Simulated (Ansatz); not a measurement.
**CH₄OSSi: a ladder of functionals and wavefunction methods**

An exercise on one series of results from a longer session: the logs are not shown, and one member is left open.

Method: functionals in def2-TZVPP, the program's frozen cores in correlated methods; program: Ansatz 0.2.0, Gaussian basis.

Levels to be run: LDA (SPW92), PBE-D4, revPBE-D4, BLYP-D4, r2SCAN-D4, B97M-V, PBE0-D4, B3LYP-D4, r2SCANh-D4, r2SCAN0-D4, HSE06-D4, BHLYP-D4, CAM-B3LYP-D4, LC-ωPBE, ωB97X-V, ωB97M-V, B2PLYP, PBE-QIDH; CCSD(T)/def2-SVP; CCSD(T)/def2-TZVPP; MP2/def2-QZVPP; extrapolation to the limit; RPA on PBE.

## Structure used throughout

An earlier PBE0-D4 in a triple-zeta def2 set relaxation fixed the geometry.

8 atoms, charge 0, spin multiplicity 1.

Atoms are counted from 1 here; the program's logs count them from 0.

Bond lengths: O1–C2 1.201 Å, C2–Si3 1.927 Å, C2–S4 1.785 Å, Si3–H5 1.484 Å, Si3–H6 1.482 Å, Si3–H7 1.482 Å, S4–H8 1.346 Å. Angles: O1–C2–Si3 121.5°, O1–C2–S4 123.4°, Si3–C2–S4 115.2°, C2–Si3–H5 110.0°, C2–Si3–H6 107.1°, C2–Si3–H7 107.1°, H5–Si3–H6 110.9°, H5–Si3–H7 110.9°, H6–Si3–H7 110.7°, C2–S4–H8 95.2°.

Set-up of the first run:

in.yaml reads:

```yaml
crystal:
  periodic: [false, false, false]
  atoms:
    - {symbol: O, position_ang: [-0.419104, -0.636159, 1.647322]}
    - {symbol: C, position_ang: [-0.256605, -0.512945, 0.463540]}
    - {symbol: Si, position_ang: [0.522678, 1.083251, -0.284292]}
    - {symbol: S, position_ang: [-0.707132, -1.766296, -0.725364]}
    - {symbol: H, position_ang: [0.605248, 0.964664, -1.761059]}
    - {symbol: H, position_ang: [-0.347482, 2.217461, 0.106219]}
    - {symbol: H, position_ang: [1.872458, 1.229038, 0.309787]}
    - {symbol: H, position_ang: [-1.177962, -2.636214, 0.188145]}
basis:
  gaussian: {orbitals: def2-TZVPP}
hamiltonian: {xc: lda}
output: {orbitals: {seedname: orbitals}}
```

Started as:

```bash
> ansatz run in.yaml --threads 2 --pin off --events-out ev --progress --plain --max-ram 4352MiB
```

Among the steps run: LDA; PBE-D4 (GGA); revPBE-D4 (GGA); BLYP-D4 (GGA); r2SCAN-D4 (meta-GGA); B97M-V (meta-GGA); B3LYP-D4 (hybrid); r2SCANh-D4 (hybrid); r2SCAN0-D4 (hybrid); HSE06-D4 (hybrid); BHLYP-D4 (hybrid); CAM-B3LYP-D4 (range-separated); LC-ωPBE (range-separated); ωB97X-V (range-separated); ωB97M-V (range-separated); B2PLYP (double hybrid); PBE-QIDH (double hybrid).

One table of the session follows, with a row left open; its other results are not shown here.

It belongs to the step «Orbital energies across the functionals». 

```
  functional  HOMO (eV)  LUMO (eV)  gap (eV)
 LDA (SPW92)      -6.18      -2.74      3.44
      PBE-D4      -6.01      -2.52      3.50
   revPBE-D4      -5.95      -2.43      3.52
     BLYP-D4      -5.89      -2.36      3.54
   r2SCAN-D4      -6.28      -2.37      3.90
      B97M-V      -6.42      -2.35      4.07
     PBE0-D4      -7.38      -1.52      5.85
    B3LYP-D4      -7.15      -1.73      5.42
  r2SCANh-D4      -6.79      -2.00      4.79
  r2SCAN0-D4      -7.57      -1.45      6.12
    HSE06-D4      -6.98      -1.91      5.07
    BHLYP-D4      -8.68      -0.37      8.31
CAM-B3LYP-D4          ?          ?         ?
     LC-ωPBE      -9.99       0.82     10.80
     ωB97X-V      -9.68       0.76     10.44
     ωB97M-V      -9.57       0.68     10.25
```

**Question.** Estimate the row for CAM-B3LYP-D4.

**Answer.** HOMO (eV): -8.72; LUMO (eV): -0.32; gap (eV): 8.40. In the column «HOMO (eV)» it lies between ωB97M-V (-9.57) and BHLYP-D4 (-8.68).
